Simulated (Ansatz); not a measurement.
# Ca3Lu (Pm-3m) in Ansatz: reference runs

How does Ca3Lu come out in PBE? The cell is run as given and disturbed.

All numbers are computed with Ansatz 0.2.0; they aren't measurements. Logs are shortened: lines on timing, memory, paths and dates and some standing lists are left out, and cuts for length are marked.

## 1. The crystal as given

Symmetry: Pm-3m, No. 221, cubic system. Conventional cell: a = 5.362 Å, b = 5.362 Å, c = 5.362 Å, α = 90.00°, β = 90.00°, γ = 90.00°. Around Lu (site symmetry m-3m) lie 12 Ca at 3.79 Å. Ca (site symmetry 4/mmm) has 4 Lu at 3.79 Å and 8 Ca at 3.79 Å as nearest neighbours.

The cell comes from a database or a generator and needn't be the stable form of this composition.

## 2. Single point, PBE

Contents of input.yaml:

```yaml
crystal:
  lattice:
    - [5.361775, 0.0, 0.0]
    - [0.0, 5.361775, 0.0]
    - [0.0, 0.0, 5.361775]
  atoms:
    - { symbol: Lu, position: [0.5, 0.5, 0.5] }
    - { symbol: Ca, position: [0.0, 0.0, 0.5] }
    - { symbol: Ca, position: [0.0, 0.5, 0.0] }
    - { symbol: Ca, position: [0.5, 0.0, 0.0] }
hamiltonian:
  xc: pbe
  pseudopotentials: { kind: paw }
kpoints:
  mp_grid: { grid: [5, 5, 5] }
scf:
  occupations: { method: fermi_dirac, width: 0.05 }
output:
  forces: true
  stress: true
  eigenvalues: true
```

Potentials or basis: Ansatz PAW.

Started as:

```bash
$ ansatz run input.yaml --threads 2 --pin off --max-ram 5120MiB --backend cpu --events-out ev --progress --plain --runs-dir out
```

The log of the run:

```text
Warning: RAYON_NUM_THREADS=2 ignored (pool sized by the plan → 2); use --threads N
Engine: ansatz 0.2.0, x86_64-unknown-linux-gnu
Pseudopotentials: kind: paw
Pseudopotential: Lu, paw, valence charge 25, recommended cutoff 420 eV (normal), Lu.paw.azcp
Pseudopotential: Ca, paw, valence charge 10, recommended cutoff 420 eV (normal), Ca.paw.azcp
Functional definition: PBE
  parameter kappa = 0.804
  parameter beta = 0.06672455060314922
  exchange = pbe_x(kappa = kappa, mu = beta*pi^2/3)
  correlation = pbe_c(beta = beta)
Crystal: 4 atoms, lattice volume = 154.144 Å³
Basis set: ecut = 420 eV, 2969 PW (Γ), exchange–correlation on 72×72×72 points (8 copies of the dense FFT grid, shifted against one another)
Bands: 33, of which v1, the nominal top of the filled ones, is band 28 counted from 1 (27 counted from 0)
Symmetry: 48 space group operations
Space group: Pm-3m (ITA 221), of the structure as read, at distance tolerance 5.4e-5 Å
k-points: 10 of 125
Non-local potential: Lu, projectors of the file, l = 0: 3, l = 1: 2, l = 2: 2, l = 3: 3
Non-local potential: Ca, projectors of the file, l = 0: 3, l = 1: 2, l = 2: 2
PAW form: soft (Blöchl's): semilocal exchange-correlation on the pseudo side does not see the compensation charge
PAW one-centre angular grid: Lu, 590 points (default); XC on 64 Gauss nodes
PAW one-centre angular grid: Ca, 110 points (default); XC on 64 Gauss nodes
Initial density: superposition of atomic densities (neutral atoms: chi_scale 0, normalization atom), corrected by the library's trained network
Initial wavefunctions: pseudopotential atomic-orbital guess
Functional: x = pbe(κ = 0.804, μ = 0.2195149727645171), c = pbe(β = 0.06672455060314922)
SCF iter   1: F=—  HF=-20182.417584 eV  |F-HF|=—  |Δ(HF+E_count)|=         —  Δρ=2.26e-3  dr2=3.55e-2  ethr=1.77e-3  ⟨swp⟩=9.0  Hψ=1533  notcnv=0
preconditioner: auto → Kerker (q_TF=auto, 2.298 Å⁻¹)  [metal: Δε(μ)=0.077 eV  Ē_g=5.117 eV  σ=0.050 eV  W_gap=0.35  n_scr=26 (ndim 8)  ℏωp=14.3 eV  f_vac=0.000  D(μ)=5.74/eV (n_scr^D=32)]
SCF iter   2: F=—  HF=-20182.414683 eV  |F-HF|=—  |Δ(HF+E_count)|=   2.90e-3  Δρ=1.28e-3  dr2=9.84e-3  ethr=6.46e-5  ⟨swp⟩=2.4  Hψ=464  notcnv=0
SCF iter   3: F=—  HF=-20182.414475 eV  |F-HF|=—  |Δ(HF+E_count)|=   2.09e-4  Δρ=7.91e-4  dr2=1.22e-3  ethr=1.79e-5  ⟨swp⟩=2.0  Hψ=444  notcnv=0
SCF iter   4: F=—  HF=-20182.413138 eV  |F-HF|=—  |Δ(HF+E_count)|=   1.34e-3  Δρ=3.50e-4  dr2=3.79e-4  ethr=2.21e-6  ⟨swp⟩=2.6  Hψ=640  notcnv=0
SCF iter   5: F=—  HF=-20182.413060 eV  |F-HF|=—  |Δ(HF+E_count)|=   7.75e-5  Δρ=9.91e-5  dr2=3.49e-5  ethr=6.90e-7  ⟨swp⟩=2.1  Hψ=424  notcnv=0
SCF iter   6: F=—  HF=-20182.412919 eV  |F-HF|=—  |Δ(HF+E_count)|=   1.41e-4  Δρ=2.44e-5  dr2=1.20e-6  ethr=6.35e-8  ⟨swp⟩=2.1  Hψ=622  notcnv=0
SCF iter   7: F=—  HF=-20182.412919 eV  |F-HF|=—  |Δ(HF+E_count)|=   5.43e-8  Δρ=9.76e-6  dr2=3.29e-7  ethr=2.19e-9  ⟨swp⟩=2.0  Hψ=584  notcnv=0
SCF iter   8: F=-20182.412919 eV  HF=-20182.412919 eV  |F-HF|=2.20e-8  |Δ(HF+E_count)|=   2.26e-8  Δρ=3.70e-6  dr2=4.21e-8  ethr=1.82e-10  ⟨swp⟩=5.9  Hψ=1362  notcnv=0
SCF 1 converged in 8 iterations: F = -20182.412919 eV  dr2 = 4.21e-8
SCF converged after 8 iterations
Free energy (F): -20182.412919 eV
Harris-Foulkes:  -20182.412919 eV  (|F-HF|=2.20e-8)
Internal energy: -20182.362254 eV  (E = F + TS)
E sigma→0 (E₀):  -20182.387587 eV
Entropy (-TS):   -0.050665 eV (-12.666 meV/atom)
Fermi energy:    6.694473 eV
--- Per-component energies (eV) ---
  E_band       = -671.729838
  E_kinetic    = 1240.653216
  E_local      = -10827.388731  (includes V_loc(G=0)·N_el)
  E_nonlocal   = 769.075856
  E_hartree    = 4375.056906
  E_xc         = -623.843046
  E_vxc        = -763.711391  (∫ρ·V_xc dr)
  E_paw        = -9949.074389  (= ΣΔE_a)
  E_vpaw       = 159.525380  (= ΣTr[D̂ρ^β])
  E_aug_tail   = 0.000017  (compensation charges beyond the density's cutoff)
  E_ewald      = -5166.842083
  E_smearing   = -0.050665  (= −TS)
  E_closure    = 0.000000  (closes the sum)
  Σ components = -20182.412919   (vs F -20182.412919, Δ=0.00e0)
--- Forces (eV/Å), atoms counted from 1 ---
  atom   1  Lu     0.00000000    -0.00000000    -0.00000000
  atom   2  Ca     0.00000000     0.00000000     0.00000000
  atom   3  Ca     0.00000000     0.00000000    -0.00000000
  atom   4  Ca    -0.00000000    -0.00000000    -0.00000000
  max |Σ_I F_I| component: 5.17e-29 eV/Å
--- Stress (GPa, compression-positive) ---
       -0.014542       0.000000       0.000000
       -0.000000      -0.014542       0.000000
        0.000000       0.000000      -0.014542
  P = ⅓ Tr σ = -0.0145 GPa (-0.145 kbar)
--- Band table (eV; the first three rows and the last of 10) ---
  k-point 0: bands = ["-50.7226", "-34.9921", "-34.9715", "-34.9715", "-21.3409", "-21.3409", "-21.3409", "-16.0556", "-16.0556", "-16.0556", "-15.9568", "-15.9568", "-15.9568", "-15.9253", "-15.9253", "-15.9253", "0.5724", "0.5770", "0.5770", "0.5770", "0.5833", "0.5833", "0.5833", "2.1269", "5.8382", "5.8382", "5.9248", "6.8950", "6.8950", "6.8950", "7.7831", "7.7831", "7.7831"]
  k-point 1: bands = ["-50.7226", "-34.9904", "-34.9732", "-34.9714", "-21.3411", "-21.3408", "-21.3408", "-16.0493", "-16.0493", "-16.0448", "-15.9591", "-15.9591", "-15.9575", "-15.9384", "-15.9296", "-15.9296", "0.5722", "0.5766", "0.5770", "0.5770", "0.5826", "0.5834", "0.5834", "2.3749", "5.3648", "6.0110", "6.1308", "6.9324", "6.9324", "7.0267", "7.6669", "7.6669", "7.9025"]
  k-point 2: bands = ["-50.7226", "-34.9864", "-34.9772", "-34.9714", "-21.3415", "-21.3406", "-21.3406", "-16.0371", "-16.0371", "-16.0168", "-15.9699", "-15.9654", "-15.9654", "-15.9586", "-15.9360", "-15.9360", "0.5719", "0.5761", "0.5771", "0.5771", "0.5816", "0.5836", "0.5836", "3.0520", "4.2998", "6.3609", "6.7078", "7.0266", "7.0266", "7.3563", "7.4565", "7.4565", "8.2524"]
  k-point 9: bands = ["-50.7226", "-34.9796", "-34.9776", "-34.9776", "-21.3419", "-21.3419", "-21.3418", "-16.1062", "-16.0191", "-16.0176", "-16.0176", "-15.9558", "-15.9558", "-15.9183", "-15.9183", "-15.9175", "0.5715", "0.5776", "0.5776", "0.5778", "0.5826", "0.5826", "0.5826", "4.4635", "5.2396", "5.5412", "5.5412", "6.5826", "6.5826", "6.6912", "6.9979", "8.4057", "8.4057"]
```

Wall time 3.1 s (2 threads of Intel Xeon at 2.50GHz (Skylake/Cascade Lake), shared host); peak memory 0.43 GiB.

What came out:

```yaml
Free_energy: -20182.4129 eV
Pressure: 0.0 GPa
Band_gap_on_the_k_mesh: none (metal or under the smearing width)
```

The run has no spin-orbit coupling, so splittings on Lu are missing.

## 3. Single point, PBE (atoms moved at random, drawn with an rms of 0.05 Å)

Contents of input.yaml:

```yaml
crystal:
  lattice:
    - [5.361775, 0.0, 0.0]
    - [0.0, 5.361775, 0.0]
    - [0.0, 0.0, 5.361775]
  atoms:
    - { symbol: Lu, position: [0.486849, 0.501414, 0.499606] }
    - { symbol: Ca, position: [0.007779, 0.001602, 0.490639] }
    - { symbol: Ca, position: [-0.001635, 0.501113, -0.004084] }
    - { symbol: Ca, position: [0.507965, 0.010364, 0.001764] }
hamiltonian:
  xc: pbe
  pseudopotentials: { kind: paw }
kpoints:
  mp_grid: { grid: [5, 5, 5] }
scf:
  occupations: { method: fermi_dirac, width: 0.05 }
output:
  forces: true
  stress: true
  eigenvalues: true
```

Potentials or basis: Ansatz PAW.

Started as:

```bash
$ ansatz run input.yaml --threads 2 --pin off --max-ram 5120MiB --backend cpu --events-out ev --progress --plain --runs-dir out
```

Run time: 23 s. Hardware: 2 threads of Intel Xeon at 2.50GHz (Skylake/Cascade Lake), shared host; peak memory 0.54 GiB.

Results (log left out):

- Free energy: -20182.3929 eV
- Pressure: 0.0 GPa
- Largest force: 0.244 eV/Å
- Band gap on the k mesh: none (metal or under the smearing width)

Forces on the atoms (eV/Å):
```
Lu   0.236  0.057 -0.023
Ca  -0.139  0.003  0.126
Ca   0.002  0.068 -0.008
Ca  -0.099 -0.128 -0.095
```

Levels at points of the mesh, in eV from the Fermi level:
```tsv
k point	band 23	band 24	band 25	band 26	band 27	band 28	band 29	band 30	band 31	band 32
(0.00, 0.00, 0.00)	-6.11	-4.57	-0.86	-0.85	-0.77	0.20	0.20	0.20	1.08	1.09
```

The run has no spin-orbit coupling, so splittings on Lu are missing.
